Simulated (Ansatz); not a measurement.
**One shape, several levels: BClF2 (chlorodifluoroborane)**

We compute a comparison of 6 runs (SVWN5/STO-3G, UB3LYP/STO-3G, RPA@PBE/STO-3G, CCSDT(Q)/STO-3G, CCSD(T)/STO-3G, FCI/STO-3G) of BClF2 (chlorodifluoroborane). 

The calculation is run with Ansatz 0.2.0.

66 further runs of the same task are left out: 7 that didn't finish, 59 set aside as unsound or not needed.

**1. The system as given**

The species is BClF2 (4 atoms), meant as a singlet with charge 0. SMILES: `FB(F)Cl`. The B2–F1 distance was set to 1.638 Å, away from the relaxed value.

Bond lengths: F1–B2 1.638 Å, B2–F3 1.310 Å, B2–Cl4 1.740 Å. Angles: F1–B2–F3 119.0°, F1–B2–Cl4 120.5°, F3–B2–Cl4 120.5°.

**2. A single-point energy at SVWN5/STO-3G (run 1)**

Contents of job.yaml:

```yaml
basis:
  gaussian: {orbitals: STO-3G}
crystal:
  periodic: [false, false, false]
  atoms:
    - symbol: F
      position_ang: [-0.200353, -1.557585, -0.667389]
    - symbol: B
      position_ang: [-0.067100, -0.041300, -0.062000]
    - symbol: F
      position_ang: [-1.011600, 0.830100, -0.317700]
    - symbol: Cl
      position_ang: [1.307900, 0.405300, 0.905700]
hamiltonian: {xc: {name: SVWN5}}
accuracy: high
```

Launch:

```bash
$ ansatz run job.yaml --threads 1 --pin off --max-ram 2610MiB --events-out events.jsonl --progress --plain --runs-dir runs
```

Standard output:

```text
Warning: RAYON_NUM_THREADS=1 ignored (pool sized by the plan → 1); use --threads N
Functional definition: SVWN5
  name "SVWN5"
  exchange = slater_x
  correlation = vwn5_c
441 factors; integrals over basis functions are off by at most 3.3e-8 eV
mean field evaluation 1: about -18326.4530 eV, gradient 1.8e1 eV
mean field evaluation 2: about -18306.6312 eV, gradient 9.2e1 eV
mean field evaluation 4: about -18327.8103 eV, gradient 4.4e0 eV
mean field evaluation 8: about -18327.8118 eV, gradient 1.9e-1 eV
mean field evaluation 16: about -18327.8119 eV, gradient 2.4e-7 eV
mean field -18327.81193369 eV, -673.5346655259 hartree, gradient 2.9e-8 eV, S^2 0.000000; 0 other end points of the search recorded, 0 dependent functions left out
reference -18327.81193497 eV, -673.5346655730 hartree; 20, 20 occupied and 4, 4 virtual orbitals, 441 factors
Total energy: -18327.81193497 eV, -673.5346655730 hartree
```

It took 0.83 s on 1 thread of Arm Neoverse V1, shared host; peak memory 0.094 GiB.

**3. The energy at UB3LYP/STO-3G (run 2)**

Contents of input.yaml:

```yaml
crystal:
  periodic: [false, false, false]
  atoms:
    - symbol: F
      position_ang: [-0.200353, -1.557585, -0.667389]
    - symbol: B
      position_ang: [-0.067100, -0.041300, -0.062000]
    - symbol: F
      position_ang: [-1.011600, 0.830100, -0.317700]
    - symbol: Cl
      position_ang: [1.307900, 0.405300, 0.905700]
basis:
  gaussian:
    orbitals: STO-3G
accuracy: high
magnetization:
  spin_polarized: true
hamiltonian:
  xc: {name: B3LYP}
```

Launch:

```bash
$ ansatz run input.yaml --threads 1 --pin off --max-ram 2610MiB --events-out events.jsonl --progress --plain --runs-dir runs
```

Standard output:

```text
Warning: RAYON_NUM_THREADS=1 ignored (pool sized by the plan → 1); use --threads N
Functional definition: B3LYP
  name "B3LYP"
  parameter a0 = 0.2
  parameter ax = 0.72
  parameter ac = 0.81
  exchange = (1 - a0 - ax)*slater_x + ax*b88_x + a0*exact_x
  correlation = (1 - ac)*vwn_rpa_c + ac*lyp_c
441 factors; integrals over basis functions are off by at most 3.3e-8 eV
mean field evaluation 1: about -18409.0381 eV, gradient 1.7e1 eV
mean field evaluation 2: about -18397.8131 eV, gradient 5.1e1 eV
mean field evaluation 4: about -18411.3700 eV, gradient 2.4e0 eV
mean field evaluation 8: about -18411.3797 eV, gradient 1.3e-2 eV
mean field evaluation 16: about -18411.3797 eV, gradient 1.5e-8 eV
mean field -18411.37969381 eV, -676.6057240662 hartree, gradient 1.4e-8 eV, S^2 0.000000; 0 other end points of the search recorded, 0 dependent functions left out
reference -18411.37971553 eV, -676.6057248642 hartree; 20, 20 occupied and 4, 4 virtual orbitals, 441 factors
Total energy: -18411.37971553 eV, -676.6057248642 hartree
```

Wall time 2.2 s (1 thread of Arm Neoverse V1, shared host); peak memory 0.14 GiB.

Runs 3 to 4 aren't shown in full; the table further down has their settings and results.

**4. The energy at CCSD(T)/STO-3G (run 5)**

Contents of in.yaml:

```yaml
crystal:
  periodic: [false, false, false]
  atoms:
    - {symbol: F, position_ang: [-0.200353, -1.557585, -0.667389]}
    - {symbol: B, position_ang: [-0.067100, -0.041300, -0.062000]}
    - {symbol: F, position_ang: [-1.011600, 0.830100, -0.317700]}
    - {symbol: Cl, position_ang: [1.307900, 0.405300, 0.905700]}
basis:
  gaussian:
    orbitals: STO-3G
correlation:
  method: ccsd_t
  frozen_orbitals: {B: 1, Cl: 5, F: 1}
accuracy: high
scf:
  omitted_lower_state_checks: [cluster_reference, increment]
```

Launch:

```bash
$ ansatz run in.yaml --threads 1 --pin off --max-ram 2610MiB --events-out events.jsonl --progress --plain --runs-dir runs
```

Standard output, shortened:

```text
Warning: RAYON_NUM_THREADS=1 ignored (pool sized by the plan → 1); use --threads N
Functional definition: HF
  name "HF"
[...]
441 factors; integrals over basis functions are off by at most 3.3e-8 eV
[...]
mean field -18370.92221668 eV, -675.1189392047 hartree, gradient 1.5e-8 eV, S^2 0.000000; 0 other end points of the search recorded, 0 dependent functions left out
8 core orbitals not correlated: weight in the atoms' cores, before any rotation towards them, 1.000 or more for the frozen orbitals, at most 0.000 for the correlated occupied ones
reference -18370.92221668 eV, -675.1189392047 hartree; 12, 12 occupied and 4, 4 virtual orbitals, 441 factors
second order -2.59528480 eV of doubles, -0.00000000 eV of singles
cycle   1  -2.78113863 eV  change   -1.9e-1 eV  update   1.0e-1
[...]
cycle  21  -3.09997710 eV  change   1.5e-10 eV  update  7.2e-10
perturbative correction -0.22787851 eV, -0.0083743807 hartree
Total energy: -18374.25007229 eV, -675.2412356426 hartree
Checks for a lower state left out: cluster_reference, increment
```

Wall time 0.26 s (1 thread of Arm Neoverse V1, shared host).

**5. The energy at FCI/STO-3G (run 6)**

Contents of run.yaml:

```yaml
crystal:
  periodic: [false, false, false]
  atoms:
    - {symbol: F, position_ang: [-0.200353, -1.557585, -0.667389]}
    - {symbol: B, position_ang: [-0.067100, -0.041300, -0.062000]}
    - {symbol: F, position_ang: [-1.011600, 0.830100, -0.317700]}
    - {symbol: Cl, position_ang: [1.307900, 0.405300, 0.905700]}
basis:
  gaussian: {orbitals: STO-3G}
accuracy: high
correlation: {method: fci, frozen_orbitals: {B: 1, Cl: 5, F: 1}}
```

Launch:

```bash
$ ansatz run run.yaml --threads 1 --pin off --max-ram 2610MiB --events-out events.jsonl --progress --plain --runs-dir runs
```

Standard output:

```text
Warning: RAYON_NUM_THREADS=1 ignored (pool sized by the plan → 1); use --threads N
[... 2 set-up lines as earlier in the session ...]
  exchange = exact_x
  correlation = 0
441 factors; integrals over basis functions are off by at most 3.3e-8 eV
mean field evaluation 1: about -18366.2847 eV, gradient 3.3e1 eV
mean field evaluation 2: about -18366.3366 eV, gradient 3.3e1 eV
mean field evaluation 4: about -18370.8991 eV, gradient 1.8e0 eV
mean field evaluation 8: about -18370.9222 eV, gradient 7.1e-4 eV
mean field -18370.92221668 eV, -675.1189392047 hartree, gradient 1.5e-8 eV, S^2 0.000000; 0 other end points of the search recorded, 0 dependent functions left out
8 core orbitals not correlated: weight in the atoms' cores, before any rotation towards them, 1.000 or more for the frozen orbitals, at most 0.000 for the correlated occupied ones
reference -18370.92221668 eV, -675.1189392047 hartree; 12, 12 occupied and 4, 4 virtual orbitals, 441 factors
state -18374.29228197 eV, -675.2427868198 hartree
Total energy: -18374.29228197 eV, -675.2427868198 hartree
```

Wall time 14 s (1 thread of Arm Neoverse V1, shared host); peak memory 0.31 GiB.

**6. Overview of the runs**

```
run            level  frozen core orbitals  energy (Eh)  wall time
  1     SVWN5/STO-3G                     –  -673.534666     0.83 s
  2    UB3LYP/STO-3G                     –  -676.605725      2.2 s
  3   RPA@PBE/STO-3G                     8  -675.302316      1.9 s
  4  CCSDT(Q)/STO-3G                     8  -675.243068      0.7 s
  5   CCSD(T)/STO-3G                     8  -675.241236     0.26 s
  6       FCI/STO-3G                     8  -675.242787       14 s
```

**7. Outcome**

| quantity | value |
| --- | --- |
| run 6: total energy | -675.24279 Eh |
| run 6: correlation energy (8 core orbitals frozen) | -123.8 mEh |

What this shows: Against full CI in this basis: CCSDT(Q) -0.3 mEh; CCSD(T) +1.6 mEh. Totals of different functionals can't be ranked against each other. In runs 1, 2, 3, 4, 5, 6 the basis is minimal, so the values are rough. All runs together took 20 s, the longest 14 s.
